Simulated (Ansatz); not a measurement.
Cu3O2: relaxation of cell and atoms with PBEsol

Crystal: Cu3O2.

```
CELL_PARAMETERS angstrom
-2.02298 2.02298 3.67362
2.02298 -2.02298 3.67362
2.02298 2.02298 -3.67362
ATOMIC_POSITIONS crystal
Cu 0.00000 0.00000 0.00000
Cu 0.75000 0.25000 0.50000
Cu 0.25000 0.75000 0.50000
O 0.50000 0.00000 0.50000
O 0.00000 0.50000 0.50000
```

The cell comes from a database or a generator and needn't be the stable form of this composition.

```yaml
Program: Ansatz 0.2.0
Task: relaxation of cell and atoms
Functional: PBEsol
Potentials_or_basis: Ansatz PAW
Cutoff: "420 eV (not typed: the program's choice for these potentials)"
k_mesh: 9 × 9 × 9
Occupations: fermi-dirac, width 0.05 eV
Spin: no spin polarisation
Target_pressure: 5 GPa
Target_pressure_GPa: 5
```

| Quantity | Value |
| --- | --- |
| Relaxed volume | 11.01 Å³/atom |
| Relaxed cell | a = 4.551 Å, b = 4.551 Å, c = 4.551 Å, α = 129.27°, β = 129.27°, γ = 74.58° |
| Space group after relaxing (to 0.05 Å) | I4/mmm (No. 139) |
| Energy change on relaxing (the enthalpy is what falls) | -4.7 meV/atom |
| Ionic steps | 7 |
| Pressure after relaxing | 5.0 GPa |
| Band gap on the k mesh | none (metal or under the smearing width) |

Step by step:
| step | energy change (eV) | largest force (eV/Å) | volume (Å³) |
| --- | --- | --- | --- |
| 1 | 0.0000 | 0.0000 | 60.14 |
| 2 | -0.0616 | 0.0000 | 57.52 |
| 3 | -0.0258 | 0.0000 | 54.75 |
| 4 | -0.0387 | 0.0000 | 55.17 |
| 5 | -0.0272 | 0.0000 | 55.17 |
| 6 | -0.0240 | 0.0000 | 55.05 |
| 7 | -0.0237 | 0.0000 | 55.05 |

Final structure:
```yaml
crystal:
  lattice:
    - [-1.94957, 1.94957, 3.62072]
    - [1.94957, -1.94957, 3.62072]
    - [1.94957, 1.94957, -3.62072]
  atoms:
    - { symbol: Cu, position: [0.00000, 0.00000, 0.00000] }
    - { symbol: Cu, position: [0.75000, 0.25000, 0.50000] }
    - { symbol: Cu, position: [0.25000, 0.75000, 0.50000] }
    - { symbol: O, position: [0.50000, 0.00000, 0.50000] }
    - { symbol: O, position: [0.00000, 0.50000, 0.50000] }
```

Levels at points of the mesh, in eV from the Fermi level:
```csv
k point,band 32,band 33,band 34,band 35,band 36,band 37,band 38,band 39
"(0.00, 0.00, 0.00)",-1.55,-0.98,-0.98,0.45,0.52,5.14,5.14,7.26
```

Wall time 12 s on 2 threads of AMD EPYC 9R45 96-Core Processor (Zen 5), on a shared host, peak memory 0.53 GiB.

Caveat: the plane-wave basis is chosen anew once the cell has moved, so the energies of steps on either side of that aren't comparable; the pressure holds a Pulay correction of +0.5 GPa for the finite cutoff; an odd number of electrons without spin polarisation forces a metal; a magnetic or distorted state may lie lower; the run has no spin polarisation, though such a crystal can be magnetic; semilocal functionals often make such compounds metallic where correlation or magnetic order opens a gap, which also shifts bond lengths; the PAW data sets come from PBE, with cores solved anew for the run's functional, which leaves a small shift of forces and pressure. With open d or f shells a metallic result of PBEsol can be an artefact of self-interaction; +U or a hybrid may open a gap.
